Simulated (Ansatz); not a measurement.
# CH₇MoN₃O: up Jacob's ladder to CCSD(T)

The task here is to estimate one member of a computed series from the others.

The runs use Ansatz 0.2.0, Gaussian basis; functionals in def2-TZVPP, the program's frozen cores in correlated methods.

Levels to be run: LDA (SPW92), PBE-D4, revPBE-D4, BLYP-D4, r2SCAN-D4, B97M-V, PBE0-D4, B3LYP-D4, r2SCANh-D4, r2SCAN0-D4, HSE06-D4, BHLYP-D4, CAM-B3LYP-D4, LC-ωPBE, ωB97X-V, ωB97M-V, B2PLYP, PBE-QIDH; CCSD(T)/def2-SVP; CCSD(T)/def2-TZVPP; MP2/def2-QZVPP; extrapolation to the limit; RPA on PBE.

## The geometry

The geometry comes from an earlier relaxation with PBE0-D4 in a triple-zeta def2 set; it is a stationary point, not always the lowest conformer. Mo takes the def2 core potential; no spin-orbit term is included.

SMILES `C[N]=[Mo]([NH2])([NH2])=[O]`, 13 atoms, charge 0, spin multiplicity 1.

Atoms are counted from 1 here; the program's logs count them from 0.

Bond lengths: C1–N2 1.420 Å, C1–H7 1.096 Å, C1–H8 1.096 Å, C1–H9 1.096 Å, N2–Mo3 1.732 Å, Mo3–N4 1.944 Å, Mo3–N5 1.944 Å, Mo3–O6 1.690 Å, N4–H10 1.009 Å, N4–H11 1.007 Å, N5–H12 1.007 Å, N5–H13 1.009 Å. Angles: N2–C1–H7 110.0°, N2–C1–H8 110.0°, N2–C1–H9 112.3°, H7–C1–H8 107.4°, H7–C1–H9 108.6°, H8–C1–H9 108.6°, C1–N2–Mo3 151.0°, N2–Mo3–N4 105.6°, N2–Mo3–N5 105.6°, N2–Mo3–O6 113.4°, N4–Mo3–N5 112.6°, N4–Mo3–O6 109.8°, N5–Mo3–O6 109.7°, Mo3–N4–H10 122.9°, Mo3–N4–H11 125.2°, H10–N4–H11 111.5°, Mo3–N5–H12 125.2°, Mo3–N5–H13 122.8° and more.

The first run:

File in.yaml:

```yaml
crystal:
  periodic: [false, false, false]
  atoms:
    - {symbol: C, position_ang: [-1.228623, -1.634715, -1.125634]}
    - {symbol: N, position_ang: [-0.316265, -0.765917, -0.469513]}
    - {symbol: Mo, position_ang: [0.033892, 0.703188, 0.378856]}
    - {symbol: N, position_ang: [0.737089, 0.155275, 2.106626]}
    - {symbol: N, position_ang: [1.353780, 1.632070, -0.705196]}
    - {symbol: O, position_ang: [-1.319744, 1.690081, 0.600188]}
    - {symbol: H, position_ang: [-1.245380, -2.608136, -0.622948]}
    - {symbol: H, position_ang: [-0.906084, -1.804723, -2.158875]}
    - {symbol: H, position_ang: [-2.247538, -1.232307, -1.140172]}
    - {symbol: H, position_ang: [0.729523, 0.756831, 2.916232]}
    - {symbol: H, position_ang: [1.042969, -0.774909, 2.340229]}
    - {symbol: H, position_ang: [1.877386, 1.221670, -1.460691]}
    - {symbol: H, position_ang: [1.509497, 2.626792, -0.644302]}
basis:
  gaussian: {orbitals: def2-TZVPP}
hamiltonian: {xc: lda}
output: {orbitals: {seedname: orbitals}}
```

The run is started by

```bash
$ ansatz run in.yaml --threads 8 --pin off --events-out ev --progress --plain --max-ram 18278MiB
```

Among the steps run: LDA; PBE-D4 (GGA); revPBE-D4 (GGA); BLYP-D4 (GGA); r2SCAN-D4 (meta-GGA); B97M-V (meta-GGA); PBE0-D4 (hybrid); B3LYP-D4 (hybrid); r2SCANh-D4 (hybrid); r2SCAN0-D4 (hybrid); HSE06-D4 (hybrid); BHLYP-D4 (hybrid); CAM-B3LYP-D4 (range-separated); LC-ωPBE (range-separated); ωB97X-V (range-separated); ωB97M-V (range-separated); B2PLYP (double hybrid); PBE-QIDH (double hybrid).

One table of the session follows, with a row left open; its other results are not shown here.

It belongs to the step «Orbital energies across the functionals». 

```
  functional  HOMO (eV)  gap (eV)
 LDA (SPW92)      -5.85      3.87
      PBE-D4          ?         ?
   revPBE-D4      -5.59      3.85
     BLYP-D4      -5.54      3.83
   r2SCAN-D4      -5.95      4.22
      B97M-V      -6.00      4.32
     PBE0-D4      -6.99      5.98
    B3LYP-D4      -6.76      5.52
  r2SCANh-D4      -6.44      5.02
  r2SCAN0-D4      -7.20      6.23
    HSE06-D4      -6.59      5.20
    BHLYP-D4      -8.23      8.14
CAM-B3LYP-D4      -8.35      8.42
     LC-ωPBE      -9.69     10.89
     ωB97X-V      -9.31     10.44
     ωB97M-V      -9.22     10.30
```

Q: Estimate the row for PBE-D4 from the others.

**Answer.** HOMO (eV): -5.66; gap (eV): 3.85. In the column «HOMO (eV)» it lies between LDA (SPW92) (-5.85) and revPBE-D4 (-5.59).
